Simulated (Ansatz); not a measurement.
# SiAsH₂+ (quintet): from Hartree-Fock to the top rungs, cc-pVTZ

The task here is to estimate one member of a computed series from the others.

The runs use Ansatz 0.2.0, Gaussian basis; cc-pVTZ, core rule «outside noble gas», up to 19 orbitals frozen.

To be run: UHF; CCSD(T) on ROHF; CCSD(T) on UHF; BCCD(T) on ROHF; CCSDT(Q) on ROHF; CCSDT(Q) on UHF; CASSCF and MRCISD+Q, 10 electrons in 10 orbitals; CASSCF and NEVPT2, 10 electrons in 10 orbitals.

5 further runs of the same task are left out: 5 set aside as unsound or not needed.

## The system

The geometry is a PBE0/def2-TZVP stationary point (not a proven minimum) of the parent state, kept for this charge and spin. No spin-orbit coupling is included. The filled d shell of As may be among the frozen orbitals whatever the setting's name suggests; the logs give the count.

4 atoms, charge 1, spin multiplicity 5.

Atoms are counted from 1 here; the program's logs count them from 0.

Bond lengths: Si1–As2 2.429 Å, Si1–H3 1.497 Å, As2–H4 1.525 Å. Angles: As2–Si1–H3 114.9°, Si1–As2–H4 92.5°.

Set-up of the first run:

Input file in.yaml:

```yaml
crystal:
  periodic: [false, false, false]
  atoms:
    - {symbol: Si, position_ang: [0.000000, -0.125451, 1.746470]}
    - {symbol: As, position_ang: [0.000000, 0.050822, -0.676507]}
    - {symbol: H, position_ang: [0.000000, 1.182184, 2.474574]}
    - {symbol: H, position_ang: [0.000000, -1.464222, -0.852954]}
basis:
  gaussian: {orbitals: cc-pVTZ}
total_charge: 1
magnetization: {spin_polarized: true, initial_magnetization: 4}
hamiltonian: {xc: hf}
output: {orbitals: {seedname: orbitals}}
```

Command:

```bash
$ ansatz run in.yaml --threads 1 --pin off --events-out ev --progress --plain --max-ram 4096MiB --backend cpu
```

Steps of the session up to this table: UHF; CCSD(T) on ROHF; CCSD(T) on UHF; BCCD(T) on ROHF; CCSDT(Q) on ROHF; CCSDT(Q) on UHF; CASSCF and MRCISD+Q, 10 electrons in 10 orbitals; CASSCF and NEVPT2, 10 electrons in 10 orbitals.

One of the session's tables, all rows but one given; the rest of the session is left out.

| method | from UCCSDT(Q) (meV) |
| --- | --- |
| ROHF | +5712.9 |
| UHF | +5534.5 |
| RMP2 | +1246.8 |
| UMP2 | +1234.6 |
| RCCSD | +280.0 |
| UCCSD | +261.6 |
| RCCSD(T) | ? |
| UCCSD(T) | +54.4 |
| BCCD(T) | +64.6 |
| RCCSDT | +22.1 |
| UCCSDT | +9.1 |
| RCCSDT(Q) | +12.9 |
| UCCSDT(Q) | 0 |
| CASSCF valence | +4300.6 |
| NEVPT2 valence | +1154.8 |
| MRCISD valence | +424.4 |
| MRCISD+Q valence | +108.9 |

**Question.** Estimate the row for RCCSD(T).

**Answer.** from UCCSDT(Q) (meV): +66.8. In the column «from UCCSDT(Q) (meV)» it lies between BCCD(T) (+64.6) and MRCISD+Q valence (+108.9).

Caveats from the session: Restricted and unrestricted rows rest on different reference determinants; where their highest levels disagree by more than a few hundredths of an eV, they describe different states and don't form one ladder.
